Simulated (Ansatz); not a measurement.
# MgSn2Au2: the cost of one run

Method: DFT r2SCAN, scalar-relativistic, plane waves, PAW, in Ansatz 0.2.0.

2 further runs of the same task are left out: 2 set aside as unsound or not needed. Runs told in other sessions of the task aren't counted.

### Step 1. The system as given

It takes space group I4/mmm (No. 139, tetragonal). Conventional cell: a = 4.447 Å, b = 4.447 Å, c = 10.339 Å, α = 90.00°, β = 90.00°, γ = 90.00°. Ca (site symmetry 4/mmm) has 8 Ge at 3.37 Å and 8 Au at 3.41 Å in its first shell of neighbours. Ge (site symmetry 4mm) has 1 Ge at 2.43 Å and 4 Au at 2.61 Å in its first shell of neighbours. Around Au (site symmetry -4m2) lie 4 Ge at 2.61 Å.

As a file:

```cif
data_structure
_symmetry_space_group_name_H-M 'I4/mmm'
_symmetry_Int_Tables_number 139
_cell_length_a 4.4473
_cell_length_b 4.4473
_cell_length_c 10.3389
_cell_angle_alpha 90.000
_cell_angle_beta 90.000
_cell_angle_gamma 90.000
_cell_volume 204.49
loop_
_atom_site_label
_atom_site_type_symbol
_atom_site_symmetry_multiplicity
_atom_site_Wyckoff_symbol
_atom_site_fract_x
_atom_site_fract_y
_atom_site_fract_z
_atom_site_occupancy
Ca1 Ca 2 a 0.00000 0.00000 0.00000 1
Ge1 Ge 4 e 0.00000 0.00000 0.38226 1
Au1 Au 4 d 0.00000 0.50000 0.25000 1
```

This cell was relaxed beforehand with the same method: volume 20.45 Å³/atom, gap on the mesh none (metal).

### Step 2. Swap Ca → Mg, Ge → Sn

MgSn2Au2 starts from the relaxed positions of CaGe2Au2, with all lengths scaled by 1.003, a guess from tabulated radii.

### Step 3. A first look at the start (MgSn2Au2)

input.yaml reads:

```yaml
crystal:
  lattice:
    - [-2.2302012917, 2.2302012917, 5.1847248092]
    - [2.2302012917, -2.2302012917, 5.1847248092]
    - [2.2302012917, 2.2302012917, -5.1847248092]
  atoms:
    - { symbol: Mg, position: [0.0, 0.0, 0.0] }
    - { symbol: Sn, position: [0.3822587619, 0.3822587619, 0.0] }
    - { symbol: Sn, position: [0.6177412381, 0.6177412381, 0.0] }
    - { symbol: Au, position: [0.75, 0.25, 0.5] }
    - { symbol: Au, position: [0.25, 0.75, 0.5] }
basis:
  ecutwfc: 500
kpoints:
  mp_grid: { grid: [6, 6, 6] }
hamiltonian:
  xc: r2scan
scf:
  occupations: { method: gaussian, width: 0.1 }
output:
  forces: true
  stress: true
  eigenvalues: true
```

The run is started by

```console
$ ansatz run input.yaml --threads 1 --pin off --max-ram 2560MiB --backend cpu --events-out ev --progress --plain --runs-dir out
```

**Question.** How long does this run take on 1 thread of Arm Neoverse V1, shared host, and how much memory does it need?

About 22 s, with a peak of 0.84 GiB.
